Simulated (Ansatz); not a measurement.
**CH3ClO2Si: up Jacob's ladder to CCSD(T)**

Aim: compute CH3ClO2Si with functionals from several rungs and with coupled cluster. The yardstick is the atomisation energy at the CCSD(T) limit.

Computed with Ansatz 0.2.0, Gaussian basis. Level: functionals in def2-TZVPP, the program's frozen cores in correlated methods.

Levels to be run: LDA (SPW92), PBE-D4, revPBE-D4, BLYP-D4, r2SCAN-D4, B97M-V, PBE0-D4, B3LYP-D4, r2SCANh-D4, r2SCAN0-D4, HSE06-D4, BHLYP-D4, CAM-B3LYP-D4, LC-ωPBE, ωB97X-V, ωB97M-V, B2PLYP, PBE-QIDH; CCSD(T)/def2-SVP; CCSD(T)/def2-TZVPP; MP2/def2-QZVPP; extrapolation to the limit; RPA on PBE.

## (1) Structure used throughout

The geometry comes from an earlier relaxation with PBE0-D4 in a triple-zeta def2 set; it is a stationary point, not always the lowest conformer.

SMILES `O[Si]1(Cl)CO1`, 8 atoms, charge 0, spin multiplicity 1.

Atoms are counted from 1 here; the program's logs count them from 0.

Bond lengths: O1–Si2 1.620 Å, O1–H6 0.960 Å, Si2–Cl3 2.016 Å, Si2–C4 1.788 Å, Si2–O5 1.631 Å, C4–O5 1.519 Å, C4–H7 1.088 Å, C4–H8 1.087 Å. Angles: Si2–O1–H6 116.6°, O1–Si2–Cl3 106.0°, O1–Si2–C4 127.6°, O1–Si2–O5 119.8°, Cl3–Si2–C4 122.4°, Cl3–Si2–O5 119.1°, C4–Si2–O5 52.5°, Si2–C4–O5 58.4°, Si2–C4–H7 123.2°, Si2–C4–H8 122.5°, O5–C4–H7 111.7°, O5–C4–H8 111.8°, H7–C4–H8 113.0°, Si2–O5–C4 69.1°.

## (2) LDA

This LDA is Slater exchange with PW92 correlation.

File in.yaml:

```yaml
crystal:
  periodic: [false, false, false]
  atoms:
    - {symbol: O, position_ang: [-0.431138, 1.574054, 0.996750]}
    - {symbol: Si, position_ang: [0.382535, 0.303258, 0.407637]}
    - {symbol: Cl, position_ang: [2.005327, 0.086430, 1.584576]}
    - {symbol: C, position_ang: [-0.254040, -1.028010, -0.601899]}
    - {symbol: O, position_ang: [0.540715, 0.117648, -1.204689]}
    - {symbol: H, position_ang: [-1.140297, 1.921814, 0.450748]}
    - {symbol: H, position_ang: [-1.273585, -1.053363, -0.980888]}
    - {symbol: H, position_ang: [0.262683, -1.978930, -0.708136]}
basis:
  gaussian: {orbitals: def2-TZVPP}
hamiltonian: {xc: lda}
output: {orbitals: {seedname: orbitals}}
```

On the command line:

```sh
ansatz run in.yaml --threads 2 --pin off --events-out ev --progress --plain --max-ram 4352MiB
```

After this run come: PBE-D4 (GGA); revPBE-D4 (GGA); BLYP-D4 (GGA); r2SCAN-D4 (meta-GGA); B97M-V (meta-GGA); PBE0-D4 (hybrid); B3LYP-D4 (hybrid); r2SCANh-D4 (hybrid); r2SCAN0-D4 (hybrid); HSE06-D4 (hybrid); BHLYP-D4 (hybrid); CAM-B3LYP-D4 (range-separated); LC-ωPBE (range-separated); ωB97X-V (range-separated); ωB97M-V (range-separated); B2PLYP (double hybrid); PBE-QIDH (double hybrid); CCSD(T) in def2-SVP; CCSD(T) in def2-TZVPP; MP2 in def2-QZVPP; RPA on PBE orbitals.

Q: Predict the results of all the runs planned. Wanted: atomisation energy, CCSD(T)/CBS; farthest beyond LDA; mean size of error, GGA; mean size of error, meta-GGA; mean size of error, hybrid; mean size of error, range-separated; mean size of error, double hybrid; gap, smallest and largest; T1 diagnostic.

As calculated:

```
                               quantity                                  value
        atomisation energy, CCSD(T)/CBS                              32.473 eV
    functionals within 0.162 eV (0.5 %)    r2SCAN-D4, B97M-V, ωB97X-V, ωB97M-V
                    farthest beyond LDA                   BHLYP-D4 (-1.699 eV)
                mean size of error, GGA                               0.419 eV
           mean size of error, meta-GGA                               0.083 eV
             mean size of error, hybrid                               0.579 eV
    mean size of error, range-separated                               0.112 eV
      mean size of error, double hybrid                               0.475 eV
              gap, smallest and largest  5.38 eV (BLYP-D4), 12.87 eV (LC-ωPBE)
                          T1 diagnostic                                 0.0120
triples share of the correlation energy                                  4.0 %
```

The LDA atomisation energy is off by 5.267 eV (16 %): it overbinds. PBE-D4 misses by +0.679 eV. Double hybrids carry the basis error of their MP2 part in triple zeta, and no dispersion term here, so their miss is partly the set-up's. The rungs meta-GGA, range-separated miss on average by less than the doubt on the reference (0.162 eV), so they tie. The reference freezes the cores and leaves out relativity and excitations past (T), so misses under about 0.162 eV can't be ranked. Hartree-Fock recovers 69 % of the binding; the rest is correlation. CCSD(T) in def2-SVP is off by -2.946 eV, which most functionals beat. Orbital gaps span 5.4 to 12.9 eV; exact exchange widens them.
